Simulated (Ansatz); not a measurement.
# YSi3Ni: elastic constants, part 2 of 2

The task, for YSi3Ni: tighten the relaxation for response calculations and compute the elastic constants.

Ansatz 0.2.0; DFT PBEsol, scalar-relativistic, plane waves, PAW. The steps go on from the part before.

**3. Elastic constants, atoms relaxed**

Input file input.yaml:

```yaml
crystal:
  lattice:
    - [1.9521391655, -10.4300839669, 0.0]
    - [1.9521391655, 10.4300839669, 0.0]
    - [0.0, 0.0, 3.9169517254]
  atoms:
    - { symbol: "Y", position: [0.6689971893, 0.3310028107, 0.5] }
    - { symbol: "Y", position: [0.3310028107, 0.6689971893, 0.5] }
    - { symbol: Si, position: [0.556296596, 0.443703404, 0.0] }
    - { symbol: Si, position: [0.443703404, 0.556296596, 0.0] }
    - { symbol: Si, position: [0.7822933897, 0.2177066103, 0.0] }
    - { symbol: Si, position: [0.2177066103, 0.7822933897, 0.0] }
    - { symbol: Si, position: [0.0562846191, 0.9437153809, 0.5] }
    - { symbol: Si, position: [0.9437153809, 0.0562846191, 0.5] }
    - { symbol: Ni, position: [0.8897174924, 0.1102825076, 0.0] }
    - { symbol: Ni, position: [0.1102825076, 0.8897174924, 0.0] }
basis:
  ecutwfc: 420
kpoints:
  mp_grid: { grid: [10, 10, 10] }
hamiltonian:
  xc: pbesol
scf:
  occupations: { method: fermi_dirac, width: 0.15 }
output:
  forces: true
  stress: true
  eigenvalues: true
elastic:
  mode: relaxed_ion
  amplitude: 0.005
  stencil: two_point
```

Started as:

```console
> ansatz run input.yaml --threads 4 --pin off --max-ram 10240MiB --backend cpu --events-out ev --progress --plain --runs-dir out
```

Standard output:

```text
Warning: RAYON_NUM_THREADS=4 ignored (pool sized by the plan → 4); use --threads N
band count auto-derived: 54 (N_el = 82.0; filled up to band 41; 51 by the electrons, moments and atoms)
Engine: ansatz 0.2.0, x86_64-unknown-linux-gnu
Pseudopotentials: kind: paw
Pseudopotential: Y, paw, valence charge 11, recommended cutoff 420 eV (normal), Y.paw.azcp
Pseudopotential: Si, paw, valence charge 4, recommended cutoff 420 eV (normal), Si.paw.azcp
Pseudopotential: Ni, paw, valence charge 18, recommended cutoff 420 eV (normal), Ni.paw.azcp
Functional definition: PBEsol
  exchange = pbesol_x
  correlation = pbesol_c
Crystal: 10 atoms, lattice volume = 159.506 Å³
Basis set: ecut = 420 eV, 3129 PW (Γ), exchange–correlation on 144×144×54 points (8 copies of the dense FFT grid, shifted against one another)
Bands: 54, of which v1, the nominal top of the filled ones, is band 41 counted from 1 (40 counted from 0)
Symmetry: 8 space group operations
Space group: Cmmm (ITA 65), of the structure as read, at distance tolerance 5.4e-5 Å
k-points: 186 of 1000
Non-local potential: Y, projectors of the file, l = 0: 3, l = 1: 2, l = 2: 2, l = 3: 1
Non-local potential: Si, projectors of the file, l = 0: 2, l = 1: 2, l = 2: 2
Non-local potential: Ni, projectors of the file, l = 0: 3, l = 1: 2, l = 2: 3, l = 3: 1
PAW form: soft (Blöchl's): semilocal exchange-correlation on the pseudo side does not see the compensation charge
PAW frozen core: Y, regenerated for the run's functional, and the local potential with it (the file was generated under x = pbe(κ = 0.804, μ = 0.2195149727645171), c = pbe(β = 0.06672455060314922))
PAW frozen core: Si, regenerated for the run's functional, and the local potential with it (the file was generated under x = pbe(κ = 0.804, μ = 0.2195149727645171), c = pbe(β = 0.06672455060314922))
PAW frozen core: Ni, regenerated for the run's functional, and the local potential with it (the file was generated under x = pbe(κ = 0.804, μ = 0.2195149727645171), c = pbe(β = 0.06672455060314922))
PAW one-centre angular grid: Y, 590 points (default); XC on 64 Gauss nodes
PAW one-centre angular grid: Si, 110 points (default); XC on 64 Gauss nodes
PAW one-centre angular grid: Ni, 590 points (default); XC on 64 Gauss nodes
Initial density: superposition of atomic densities (neutral atoms: chi_scale 0, normalization atom), corrected by the library's trained network
Initial wavefunctions: pseudopotential atomic-orbital guess
Functional: x = pbesol(κ = 0.804, μ = 0.12345679012345678), c = pbesol(β = 0.046)
SCF iter   1: F=—  HF=-22936.978237 eV  |F-HF|=—  |Δ(HF+E_count)|=         —  Δρ=5.59e-3  dr2=3.89e-2  ethr=1.77e-3  ⟨swp⟩=6.8  Hψ=42940  notcnv=0  defer=33
preconditioner: auto → Kerker (q_TF=auto, 2.442 Å⁻¹)  [metal: Δε(μ)=0.004 eV  Ē_g=10.616 eV  σ=0.150 eV  W_gap=0.01  n_scr=42 (ndim 8)  ℏωp=23.2 eV  f_vac=0.000  D(μ)=2.38/eV (n_scr^D=10)]
SCF iter   2: F=—  HF=-22936.971326 eV  |F-HF|=—  |Δ(HF+E_count)|=   6.91e-3  Δρ=2.35e-3  dr2=1.36e-2  ethr=4.75e-5  ⟨swp⟩=2.5  Hψ=18179  notcnv=0  defer=17
SCF iter   3: F=—  HF=-22936.968571 eV  |F-HF|=—  |Δ(HF+E_count)|=   2.75e-3  Δρ=6.64e-4  dr2=2.11e-3  ethr=1.66e-5  ⟨swp⟩=2.3  Hψ=14112  notcnv=0  defer=17
SCF iter   4: F=—  HF=-22936.968198 eV  |F-HF|=—  |Δ(HF+E_count)|=   3.72e-4  Δρ=2.48e-4  dr2=1.38e-4  ethr=2.57e-6  ⟨swp⟩=2.0  Hψ=13621  notcnv=0  defer=17
SCF iter   5: F=—  HF=-22936.968181 eV  |F-HF|=—  |Δ(HF+E_count)|=   1.76e-5  Δρ=1.10e-4  dr2=3.08e-5  ethr=1.69e-7  ⟨swp⟩=2.0  Hψ=14184  notcnv=0  defer=17
SCF iter   6: F=—  HF=-22936.968233 eV  |F-HF|=—  |Δ(HF+E_count)|=   5.24e-5  Δρ=4.94e-5  dr2=5.44e-6  ethr=3.76e-8  ⟨swp⟩=2.5  Hψ=14187  notcnv=0  defer=17
SCF iter   7: F=—  HF=-22936.968425 eV  |F-HF|=—  |Δ(HF+E_count)|=   1.92e-4  Δρ=2.47e-5  dr2=9.70e-7  ethr=6.63e-9  ⟨swp⟩=1.0  Hψ=10018  notcnv=0  defer=18
SCF iter   8: F=—  HF=-22936.968425 eV  |F-HF|=—  |Δ(HF+E_count)|=   1.24e-7  Δρ=2.70e-6  dr2=2.33e-8  ethr=1.18e-9  ⟨swp⟩=2.0  Hψ=11782  notcnv=0  defer=18
SCF iter   9: F=—  HF=-22936.968425 eV  |F-HF|=—  |Δ(HF+E_count)|=   2.46e-9  Δρ=6.46e-7  dr2=1.10e-9  ethr=2.85e-11  ⟨swp⟩=2.2  Hψ=15612  notcnv=0  defer=18
SCF iter  10: F=—  HF=-22936.968425 eV  |F-HF|=—  |Δ(HF+E_count)|=  1.89e-10  Δρ=1.70e-7  dr2=6.52e-11  ethr=1.34e-12  ⟨swp⟩=2.3  Hψ=16383  notcnv=0  defer=18
SCF iter  11: F=—  HF=-22936.968425 eV  |F-HF|=—  |Δ(HF+E_count)|=  7.28e-12  Δρ=3.82e-8  dr2=3.96e-12  ethr=7.95e-14 (applied; sched 1.00e-12)  ⟨swp⟩=2.6  Hψ=15936  notcnv=0  defer=35
SCF iter  12: F=—  HF=-22936.968425 eV  |F-HF|=—  |Δ(HF+E_count)|=  3.64e-12  Δρ=9.90e-9  dr2=2.14e-13  ethr=4.82e-15 (applied; sched 1.00e-12)  ⟨swp⟩=2.0  Hψ=14798  notcnv=0  defer=35
SCF iter  13: F=-22936.968425 eV  HF=-22936.968425 eV  |F-HF|=3.64e-12  |Δ(HF+E_count)|=  7.28e-12  Δρ=3.06e-9  dr2=1.25e-14  ethr=1.00e-12  ⟨swp⟩=5.2  Hψ=34249  notcnv=0
SCF 1 converged in 13 iterations: F = -22936.968425 eV  dr2 = 1.25e-14
relax step   1: F+E_penalty+E_count = -22936.96842480 eV  Δ(F+E_penalty+E_count) = +0.000e0 eV  max|allowed force component| = 5.118e-4 eV/Å  Δτ_max = 0.0000 Å  (13 SCF iters, accepted)
[... from here on, the SCF cycles and remarks between the steps are left out, and one step in 2 is shown ...]
relax step   2: F+E_penalty+E_count = -22936.96842481 eV  Δ(F+E_penalty+E_count) = -1.048e-8 eV  max|allowed force component| = 1.961e-4 eV/Å  Δτ_max = 0.0000 Å  (9 SCF iters, accepted)
relax step   1: F+E_penalty+E_count = -22936.96511956 eV  Δ(F+E_penalty+E_count) = +0.000e0 eV  max|allowed force component| = 4.509e-2 eV/Å  Δτ_max = 0.0000 Å  (14 SCF iters, accepted)
relax step   3: F+E_penalty+E_count = -22936.96528804 eV  Δ(F+E_penalty+E_count) = -2.624e-6 eV  max|allowed force component| = 4.312e-4 eV/Å  Δτ_max = 0.0004 Å  (9 SCF iters, accepted)
relax step   1: F+E_penalty+E_count = -22936.96518974 eV  Δ(F+E_penalty+E_count) = +0.000e0 eV  max|allowed force component| = 4.262e-2 eV/Å  Δτ_max = 0.0000 Å  (14 SCF iters, accepted)
relax step   3: F+E_penalty+E_count = -22936.96534544 eV  Δ(F+E_penalty+E_count) = -1.408e-7 eV  max|allowed force component| = 5.725e-5 eV/Å  Δτ_max = 0.0001 Å  (8 SCF iters, accepted)
relax step   1: F+E_penalty+E_count = -22936.96419476 eV  Δ(F+E_penalty+E_count) = +0.000e0 eV  max|allowed force component| = 4.477e-2 eV/Å  Δτ_max = 0.0000 Å  (13 SCF iters, accepted)
relax step   3: F+E_penalty+E_count = -22936.96442900 eV  Δ(F+E_penalty+E_count) = -3.238e-6 eV  max|allowed force component| = 3.533e-4 eV/Å  Δτ_max = 0.0004 Å  (9 SCF iters, accepted)
relax step   1: F+E_penalty+E_count = -22936.96432952 eV  Δ(F+E_penalty+E_count) = +0.000e0 eV  max|allowed force component| = 4.098e-2 eV/Å  Δτ_max = 0.0000 Å  (14 SCF iters, accepted)
relax step   3: F+E_penalty+E_count = -22936.96453821 eV  Δ(F+E_penalty+E_count) = -9.133e-7 eV  max|allowed force component| = 2.420e-5 eV/Å  Δτ_max = 0.0001 Å  (10 SCF iters, accepted)
relax step   2: F+E_penalty+E_count = -22936.96564279 eV  Δ(F+E_penalty+E_count) = -1.951e-4 eV  max|allowed force component| = 8.817e-3 eV/Å  Δτ_max = 0.0020 Å  (10 SCF iters, accepted)
relax step   4: F+E_penalty+E_count = -22936.96565097 eV  Δ(F+E_penalty+E_count) = -2.765e-9 eV  max|allowed force component| = 1.506e-5 eV/Å  Δτ_max = 0.0000 Å  (13 SCF iters, accepted)
relax step   2: F+E_penalty+E_count = -22936.96569935 eV  Δ(F+E_penalty+E_count) = -1.895e-4 eV  max|allowed force component| = 9.490e-4 eV/Å  Δτ_max = 0.0025 Å  (10 SCF iters, accepted)
relax step   4: F+E_penalty+E_count = -22936.96569943 eV  Δ(F+E_penalty+E_count) = -2.692e-10 eV  max|allowed force component| = 2.141e-5 eV/Å  Δτ_max = 0.0000 Å  (13 SCF iters, accepted)
relax step   2: F+E_penalty+E_count = -22936.96720847 eV  Δ(F+E_penalty+E_count) = -1.488e-4 eV  max|allowed force component| = 1.223e-2 eV/Å  Δτ_max = 0.0018 Å  (9 SCF iters, accepted)
relax step   4: F+E_penalty+E_count = -22936.96731628 eV  Δ(F+E_penalty+E_count) = -7.428e-5 eV  max|allowed force component| = 2.389e-3 eV/Å  Δτ_max = 0.0071 Å  (10 SCF iters, accepted)
relax step   6: F+E_penalty+E_count = -22936.96731835 eV  Δ(F+E_penalty+E_count) = -2.626e-7 eV  max|allowed force component| = 8.528e-5 eV/Å  Δτ_max = 0.0002 Å  (9 SCF iters, accepted)
relax step   8: F+E_penalty+E_count = -22936.96731836 eV  Δ(F+E_penalty+E_count) = -3.602e-10 eV  max|allowed force component| = 1.252e-5 eV/Å  Δτ_max = 0.0000 Å  (11 SCF iters, accepted)
relax step   2: F+E_penalty+E_count = -22936.96730818 eV  Δ(F+E_penalty+E_count) = -2.485e-4 eV  max|allowed force component| = 5.934e-3 eV/Å  Δτ_max = 0.0105 Å  (10 SCF iters, accepted)
relax step   4: F+E_penalty+E_count = -22936.96731830 eV  Δ(F+E_penalty+E_count) = -1.426e-6 eV  max|allowed force component| = 6.110e-4 eV/Å  Δτ_max = 0.0006 Å  (9 SCF iters, accepted)
relax step   1: F+E_penalty+E_count = -22936.96738153 eV  Δ(F+E_penalty+E_count) = +0.000e0 eV  max|allowed force component| = 3.854e-4 eV/Å  Δτ_max = 0.0000 Å  (11 SCF iters, accepted)
relax step   1: F+E_penalty+E_count = -22936.96738153 eV  Δ(F+E_penalty+E_count) = +0.000e0 eV  max|allowed force component| = 3.854e-4 eV/Å  Δτ_max = 0.0000 Å  (11 SCF iters, accepted)
relax step   3: F+E_penalty+E_count = -22936.96738154 eV  Δ(F+E_penalty+E_count) = -4.602e-9 eV  max|allowed force component| = 4.981e-5 eV/Å  Δτ_max = 0.0000 Å  (12 SCF iters, accepted)
relax step   2: F+E_penalty+E_count = -22936.96708065 eV  Δ(F+E_penalty+E_count) = -1.121e-4 eV  max|allowed force component| = 2.768e-2 eV/Å  Δτ_max = 0.0017 Å  (10 SCF iters, accepted)
relax step   4: F+E_penalty+E_count = -22936.96721766 eV  Δ(F+E_penalty+E_count) = -3.559e-5 eV  max|allowed force component| = 6.455e-3 eV/Å  Δτ_max = 0.0024 Å  (10 SCF iters, accepted)
relax step   6: F+E_penalty+E_count = -22936.96722488 eV  Δ(F+E_penalty+E_count) = -4.469e-7 eV  max|allowed force component| = 5.252e-4 eV/Å  Δτ_max = 0.0004 Å  (9 SCF iters, accepted)
relax step   1: F+E_penalty+E_count = -22936.96696851 eV  Δ(F+E_penalty+E_count) = +0.000e0 eV  max|allowed force component| = 3.635e-2 eV/Å  Δτ_max = 0.0000 Å  (11 SCF iters, accepted)
relax step   3: F+E_penalty+E_count = -22936.96718208 eV  Δ(F+E_penalty+E_count) = -1.014e-4 eV  max|allowed force component| = 7.285e-3 eV/Å  Δτ_max = 0.0032 Å  (10 SCF iters, accepted)
relax step   5: F+E_penalty+E_count = -22936.96722443 eV  Δ(F+E_penalty+E_count) = -6.769e-6 eV  max|allowed force component| = 1.433e-3 eV/Å  Δτ_max = 0.0020 Å  (10 SCF iters, accepted)
relax step   7: F+E_penalty+E_count = -22936.96722491 eV  Δ(F+E_penalty+E_count) = -3.054e-8 eV  max|allowed force component| = 1.637e-5 eV/Å  Δτ_max = 0.0000 Å  (9 SCF iters, accepted)
[... 19 lines left out ...]
SCF 71 converged in 14 iterations: F = -22936.967225 eV  dr2 = 2.98e-18
SCF converged after 14 iterations
Free energy (F): -22936.968425 eV
Harris-Foulkes:  -22936.968425 eV  (|F-HF|=0.00e0)
Internal energy: -22936.788265 eV  (E = F + TS)
E sigma→0 (E₀):  -22936.878345 eV
Entropy (-TS):   -0.180160 eV (-18.016 meV/atom)
Fermi energy:    11.874266 eV
--- Per-component energies (eV) ---
  E_band       = -848.007232
  E_kinetic    = 1439.072844
  E_local      = -11948.022560  (includes V_loc(G=0)·N_el)
  E_nonlocal   = 1521.804154
  E_hartree    = 5108.651363
  E_xc         = -853.464529
  E_vxc        = -913.261841  (∫ρ·V_xc dr)
  E_paw        = -11726.537658  (= ΣΔE_a)
  E_vpaw       = -1164.903560  (= ΣTr[D̂ρ^β])
  E_aug_tail   = 0.001006  (compensation charges beyond the density's cutoff)
  E_ewald      = -6479.174372
  E_core_change = 0.881487  (= ΣΔE_core)
  E_smearing   = -0.180160  (= −TS)
  E_closure    = -0.000000  (closes the sum)
  Σ components = -22936.968425   (vs F -22936.968425, Δ=0.00e0)
--- Forces (eV/Å), atoms counted from 1 ---
  atom   1  Y     -0.00000000    -0.00003894    -0.00000000
  atom   2  Y      0.00000000     0.00003894     0.00000000
  atom   3  Si    -0.00000000    -0.00000623    -0.00000000
  atom   4  Si     0.00000000     0.00000623     0.00000000
  atom   5  Si    -0.00000000    -0.00002777     0.00000000
  atom   6  Si     0.00000000     0.00002777    -0.00000000
  atom   7  Si    -0.00000000     0.00000676    -0.00000000
  atom   8  Si     0.00000000    -0.00000676     0.00000000
  atom   9  Ni     0.00000000     0.00000194     0.00000000
  atom  10  Ni    -0.00000000    -0.00000194    -0.00000000
  max |Σ_I F_I| component: 8.67e-19 eV/Å
--- Stress (GPa, compression-positive) ---
       -0.000066       0.000000      -0.000000
        0.000000       0.002737      -0.000000
       -0.000000      -0.000000       0.000409
  P = ⅓ Tr σ = 0.0010 GPa (0.010 kbar)
--- Band table (eV; the first three rows and the last of 186) ---
[... 4 lines left out ...]
--- Elastic constants: 6 strain directions × 2 members + reference (group order 8) ---
  dense FFT box of the reference and of every strained cell: 72×72×27
  strains applied: 11, 22, 33, 23, 13, 12; error gains: componentwise 1.00 (the most a stress slope's error grows in a printed constant), spectral 1.00 (1 for all six strains in a standard setting)
  reference relaxed by the batch: 3 steps; max|allowed force component| 5.12e-4 eV/Å at the deck's positions, 3.89e-5 at the last accepted step, 3.89e-5 by the solve of record
  largest displacement 2.7e-5 Å; the constants are those of the deck's cell at these positions:
  atoms:
    - { symbol: Y, position: [0.668996974390077, 0.33100302560992273, 0.5] }
    - { symbol: Y, position: [0.33100302560992273, 0.668996974390077, 0.5] }
    - { symbol: Si, position: [0.5562965033337712, 0.4437034966662286, 9.219206410712909e-35] }
    - { symbol: Si, position: [0.4437034966662286, 0.5562965033337712, -9.219206410712909e-35] }
    - { symbol: Si, position: [0.7822921119908655, 0.21770788800913438, -4.916910085713552e-35] }
    - { symbol: Si, position: [0.21770788800913438, 0.7822921119908655, 4.916910085713552e-35] }
    - { symbol: Si, position: [0.0562846622408143, 0.9437153377591855, 0.5] }
    - { symbol: Si, position: [0.9437153377591855, 0.0562846622408143, 0.5] }
    - { symbol: Ni, position: [0.8897177627195767, 0.11028223728042319, -8.604592649998715e-35] }
    - { symbol: Ni, position: [0.11028223728042319, 0.8897177627195767, 8.604592649998715e-35] }
  C = ∂σ_k/∂η_j (tension-positive GPa; Voigt order 11 22 33 23 13 12):
       249.736     79.309     54.664     -0.000      0.000      0.000
        79.317    316.606     68.366      0.000      0.000     -0.000
        54.666     68.367    220.831      0.000      0.000     -0.000
         0.000     -0.000     -0.000     88.954      0.000     -0.000
        -0.000     -0.000     -0.000     -0.000     83.756      0.000
         0.000     -0.000      0.000      0.000      0.000     96.397
  reference stress σ⁰ (GPa):      0.000     -0.003     -0.000      0.000      0.000     -0.000
  C* (energy form; C + prestress term) asymmetry max|C*_kj − C*_jk| = 6.041e-3 GPa — a small one proves nothing (zero by symmetry where the batch's group is 432, −43m or m−3m); a large one is finite-difference/SCF noise where every solve meets its electron count
  moduli (Voigt/Reuss/Hill, GPa): K = 132.43/128.34/130.38   G = 92.81/91.74/92.28   E = 223.99   ν = 0.214
  mechanically stable: yes (min eigenvalue of sym C = 83.76 GPa)
  the stresses are not corrected for the forces that the relaxations left standing (`elastic.f_tol`)
  strain η (Voigt 11):  stress-route row diagonal C_11 = 249.74 GPa, energy-path curvature d²(F+E_count+ΔE)/dδ²/Ω₀ = 249.73 GPa
         δ    σ_11 (GPa)             F (eV)   n_scf  n_hpsi   n_pw
    -5.000e-3      -1.2662      -22936.9652881      14  214952   3144   relax 4 steps, max|allowed force component| 3.15e-5 eV/Å
     5.000e-3       1.2312      -22936.9653454      14  205665   3175   relax 4 steps, max|allowed force component| 2.28e-5 eV/Å
  strain η (Voigt 22):  stress-route row diagonal C_22 = 316.61 GPa, energy-path curvature d²(F+E_count+ΔE)/dδ²/Ω₀ = 316.61 GPa
         δ    σ_22 (GPa)             F (eV)   n_scf  n_hpsi   n_pw
    -5.000e-3      -1.6118      -22936.9644290      14  205730   3142   relax 4 steps, max|allowed force component| 6.12e-6 eV/Å
     5.000e-3       1.5543      -22936.9645382      14  206652   3179   relax 3 steps, max|allowed force component| 2.42e-5 eV/Å
  strain η (Voigt 33):  stress-route row diagonal C_33 = 220.83 GPa, energy-path curvature d²(F+E_count+ΔE)/dδ²/Ω₀ = 220.83 GPa
         δ    σ_33 (GPa)             F (eV)   n_scf  n_hpsi   n_pw
    -5.000e-3      -1.1177      -22936.9656510      14  206451   3148   relax 4 steps, max|allowed force component| 1.51e-5 eV/Å
     5.000e-3       1.0906      -22936.9656994      14  205510   3184   relax 4 steps, max|allowed force component| 2.14e-5 eV/Å
  strain η (Voigt 23):  stress-route row diagonal C_44 = 88.95 GPa, energy-path curvature d²(F+E_count+ΔE)/dδ²/Ω₀ = 88.96 GPa
         δ    σ_23 (GPa)             F (eV)   n_scf  n_hpsi   n_pw
    -5.000e-3      -0.4448      -22936.9673184      14  313287   3160   relax 8 steps, max|allowed force component| 1.25e-5 eV/Å
     5.000e-3       0.4448      -22936.9673184      14  312957   3160   relax 5 steps, max|allowed force component| 4.75e-5 eV/Å
  strain η (Voigt 13):  stress-route row diagonal C_55 = 83.76 GPa, energy-path curvature d²(F+E_count+ΔE)/dδ²/Ω₀ = 83.75 GPa
         δ    σ_13 (GPa)             F (eV)   n_scf  n_hpsi   n_pw
    -5.000e-3      -0.4188      -22936.9673815      14  312885   3161   relax 2 steps, max|allowed force component| 3.36e-6 eV/Å
     5.000e-3       0.4188      -22936.9673815      14  312847   3161   relax 3 steps, max|allowed force component| 4.98e-5 eV/Å
  strain η (Voigt 12):  stress-route row diagonal C_66 = 96.40 GPa, energy-path curvature d²(F+E_count+ΔE)/dδ²/Ω₀ = 96.39 GPa
         δ    σ_12 (GPa)             F (eV)   n_scf  n_hpsi   n_pw
    -5.000e-3      -0.4820      -22936.9672249      14  345121   3160   relax 7 steps, max|allowed force component| 1.64e-5 eV/Å
     5.000e-3       0.4820      -22936.9672249      14  345244   3160   relax 7 steps, max|allowed force component| 1.64e-5 eV/Å
```

It took 2 h on 4 threads of Intel Xeon at 2.50GHz (Skylake/Cascade Lake), shared host; peak memory 2.5 GiB.

Derived from the tensor and the density, 4.827 g/cm³, with v_l = √((B+4G/3)/ρ), v_t = √(G/ρ), v_m = [(2/v_t³+1/v_l³)/3]^(−1/3) and Θ = (ħ/k_B)·v_m·(6π²n/V)^(1/3):

| quantity | value |
| --- | --- |
| bulk modulus B | 130.4 GPa |
| shear modulus G | 92.3 GPa |
| B/G | 1.41 |
| universal anisotropy index | 0.09 |
| sound speeds v_l, v_t | 7245, 4372 m/s |
| Debye temperature Θ | 572 K |

Young's modulus by Cartesian direction:

| direction | E (GPa) |
| --- | --- |
| (1, 0, 0) | 223 |
| (0, 1, 0) | 279 |
| (0, 0, 1) | 200 |
| (1, 1, 0) | 242 |
| (1, 0, 1) | 202 |
| (0, 1, 1) | 221 |
| (1, 1, 1) | 218 |

**4. Results**

What follows sums up all 2 parts.

| quantity | value |
| --- | --- |
| C11, C12, C44 (relaxed-ion) | 250, 79, 89 GPa |
| C33, C13, C66 (relaxed-ion) | 221, 55, 96 GPa |
| B, G, E (Hill) (relaxed-ion) | 130, 92, 224 GPa |
| Poisson ratio (relaxed-ion) | 0.21 |
| Debye temperature | 572 K |

In words: The tensor is positive definite (least eigenvalue 84 GPa), so the crystal resists every homogeneous strain. By Pugh's rule of thumb B/G = 1.41 (under 1.75) points to a brittle solid; Young's modulus ranges from about 199 to 279 GPa with direction. The final runs have no spin polarisation, so a magnetic state may lie lower.
